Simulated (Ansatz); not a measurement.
# TiHO+ (triplet): the correlation ladder, def2-SVP

One table from this session's results is given with a row withheld; the runs are named, their logs left out.

Computed with Ansatz 0.2.0, Gaussian basis. Level: def2-SVP, core rule «outside noble gas», up to 10 orbitals frozen.

To be run: UHF; CCSD(T) on ROHF; CCSD(T) on UHF; CISD as a restricted active space (open shells left free, so some higher excitations enter); CCSDT(Q) on ROHF; CCSDT(Q) on UHF.

32 further runs of the same task are left out: 11 for a known fault of the program, 8 that didn't finish, 13 set aside as unsound or not needed. Runs told in other sessions of the task aren't counted.

### The system

The geometry is a PBE0/def2-TZVP stationary point (not a proven minimum) of the parent state, kept for this charge and spin.

3 atoms, charge 1, spin multiplicity 3.

Atoms are counted from 1 here; the program's logs count them from 0.

Bond lengths: Ti1–O2 1.702 Å, Ti1–H3 1.852 Å. Angles: O2–Ti1–H3 180.0°.

Set-up of the first run:

Input file in.yaml:

```yaml
crystal:
  periodic: [false, false, false]
  atoms:
    - {symbol: Ti, position_ang: [0.000000, 0.000000, -0.050233]}
    - {symbol: O, position_ang: [0.000000, 0.000000, -1.751733]}
    - {symbol: H, position_ang: [0.000000, 0.000000, 1.801967]}
basis:
  gaussian: {orbitals: def2-SVP}
total_charge: 1
magnetization: {spin_polarized: true, initial_magnetization: 2}
hamiltonian: {xc: hf}
output: {orbitals: {seedname: orbitals}}
```

On the command line:

```bash
ansatz run in.yaml --threads 1 --pin off --events-out ev --progress --plain --max-ram 2393MiB
```

Steps of the session up to this table: UHF; CCSD(T) on ROHF; CCSD(T) on UHF; CISD as a restricted active space (open shells left free, so some higher excitations enter); CCSDT(Q) on ROHF; CCSDT(Q) on UHF.

One of the session's tables, all rows but one given; the rest of the session is left out.

```
   method  from RCCSDT(Q) (kcal/mol)
      UHF                    +180.70
     RMP2                      -6.11
     UMP2                     +42.75
    RCCSD                     +16.08
    UCCSD                     +11.94
 RCCSD(T)                      -5.22
 UCCSD(T)                          ?
   RCCSDT                      -4.75
   UCCSDT                      -4.55
RCCSDT(Q)                          0
UCCSDT(Q)                      -9.70
```

Q: Estimate the row for UCCSD(T) from the others.

As computed: from RCCSDT(Q) (kcal/mol): -0.77. In the column «from RCCSDT(Q) (kcal/mol)» it lies between UCCSDT (-4.55) and RCCSDT(Q) (0).

Not comparable, so not listed: CISD as a restricted active space (open shells left free, so some higher excitations enter) (they don't share determinant, frozen orbitals or solution with the rows shown, or repeat one).

Left out of the table: ROHF (another determinant or state than the rows shown).

Caveats from the session: The program flags RCCSDT(Q) as in doubt, so the zero of the table is itself unsure. Warnings: spin contamination; coupled cluster took another determinant than the lowest; large T1 diagnostic. Restricted and unrestricted rows rest on different reference determinants; a gap between their highest levels can come from leftover correlation error, from unlike frozen cores or from another state.
